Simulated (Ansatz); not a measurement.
# C₂H₁₀AlBSi: a ladder of functionals and wavefunction methods

An exercise on one series of results from a longer session: the logs are not shown, and one member is left open.

Program: Ansatz 0.2.0, Gaussian basis. Level of theory: functionals in def2-TZVPP, the program's frozen cores in correlated methods. These are calculated values, not measurements.

Plan: PBE-D4, r2SCAN-D4, PBE0-D4, B3LYP-D4, ωB97X-V, ωB97M-V, B2PLYP; CCSD(T)/def2-TZVPP; MP2/def2-QZVPP; extrapolation to the limit.

## The relaxed structure

An earlier PBE0-D4 in a triple-zeta def2 set relaxation fixed the geometry.

SMILES `B[C](C)([AlH2])[SiH3]`, 15 atoms, charge 0, spin multiplicity 1.

Atoms are counted from 1 here; the program's logs count them from 0.

Bond lengths: B1–C2 1.501 Å, B1–H6 1.201 Å, B1–H7 1.204 Å, C2–C3 1.526 Å, C2–Al4 2.056 Å, C2–Si5 1.855 Å, C3–H8 1.093 Å, C3–H9 1.094 Å, C3–H10 1.094 Å, Al4–H11 1.579 Å, Al4–H12 1.584 Å, Si5–H13 1.480 Å, Si5–H14 1.559 Å, Si5–H15 1.483 Å. Angles: C2–B1–H6 121.3°, C2–B1–H7 120.2°, H6–B1–H7 118.4°, B1–C2–C3 122.4°, B1–C2–Al4 94.3°, B1–C2–Si5 113.0°, C3–C2–Al4 114.3°, C3–C2–Si5 119.0°, Al4–C2–Si5 83.0°, C2–C3–H8 110.3°, C2–C3–H9 111.1°, C2–C3–H10 113.2°, H8–C3–H9 107.0°, H8–C3–H10 107.8°, H9–C3–H10 107.1°, C2–Al4–H11 124.2°, C2–Al4–H12 110.6°, H11–Al4–H12 124.2° and more.

The first run:

Input file in.yaml:

```yaml
crystal:
  periodic: [false, false, false]
  atoms:
    - {symbol: B, position_ang: [0.078602, 0.892125, 1.457080]}
    - {symbol: C, position_ang: [-0.289217, 0.319320, 0.119394]}
    - {symbol: C, position_ang: [-1.733709, 0.234450, -0.363993]}
    - {symbol: Al, position_ang: [0.591180, -1.502386, 0.482556]}
    - {symbol: Si, position_ang: [1.069545, 0.472937, -1.133666]}
    - {symbol: H, position_ang: [-0.758181, 1.132706, 2.284985]}
    - {symbol: H, position_ang: [1.234887, 1.066680, 1.745009]}
    - {symbol: H, position_ang: [-2.413010, 0.134659, 0.486058]}
    - {symbol: H, position_ang: [-2.023844, 1.142875, -0.900153]}
    - {symbol: H, position_ang: [-1.914618, -0.607932, -1.037526]}
    - {symbol: H, position_ang: [1.596156, -1.781989, 1.668026]}
    - {symbol: H, position_ang: [-0.075075, -2.631529, -0.405855]}
    - {symbol: H, position_ang: [2.036080, 1.584698, -0.995439]}
    - {symbol: H, position_ang: [1.930894, -0.791291, -0.834453]}
    - {symbol: H, position_ang: [0.648510, 0.283876, -2.542820]}
basis:
  gaussian: {orbitals: def2-TZVPP}
hamiltonian: {xc: pbe, dispersion: d4}
output: {forces: true, orbitals: {seedname: orbitals}}
```

On the command line:

```
ansatz run in.yaml --threads 4 --pin off --events-out ev --progress --plain --max-ram 10444MiB
```

Among the steps run: PBE-D4 (GGA); r2SCAN-D4 (meta-GGA); PBE0-D4 (hybrid); B3LYP-D4 (hybrid); ωB97X-V (range-separated); ωB97M-V (range-separated); B2PLYP (double hybrid); CCSD(T) in def2-TZVPP; MP2 in def2-QZVPP.

One table of the session follows, with a row left open; its other results are not shown here.

It belongs to the step «Atomisation energies». 

```
            method  atomisation energy (kJ/mol)
            PBE-D4                       5065.3
         r2SCAN-D4                       5069.9
           PBE0-D4                       5042.7
          B3LYP-D4                       5046.9
           ωB97X-V                       5067.0
           ωB97M-V                       5064.1
            B2PLYP                            ?
     HF/def2-TZVPP                       3876.6
    MP2/def2-TZVPP                       4950.3
   CCSD/def2-TZVPP                       4878.2
CCSD(T)/def2-TZVPP                       4932.1
           MP2/CBS                       5058.4
       CCSD(T)/CBS                       5040.2
```

Estimate the missing values for B2PLYP.

As computed: atomisation energy (kJ/mol): 4981.5. In the column «atomisation energy (kJ/mol)» it lies between MP2/def2-TZVPP (4950.3) and CCSD(T)/CBS (5040.2).

Caveats from the session: Free atoms (1 B, 2 C, 1 Al, 1 Si, 10 H) were run apart at each level; the atomisation energy is their sum less the molecule, without zero-point or spin-orbit terms.
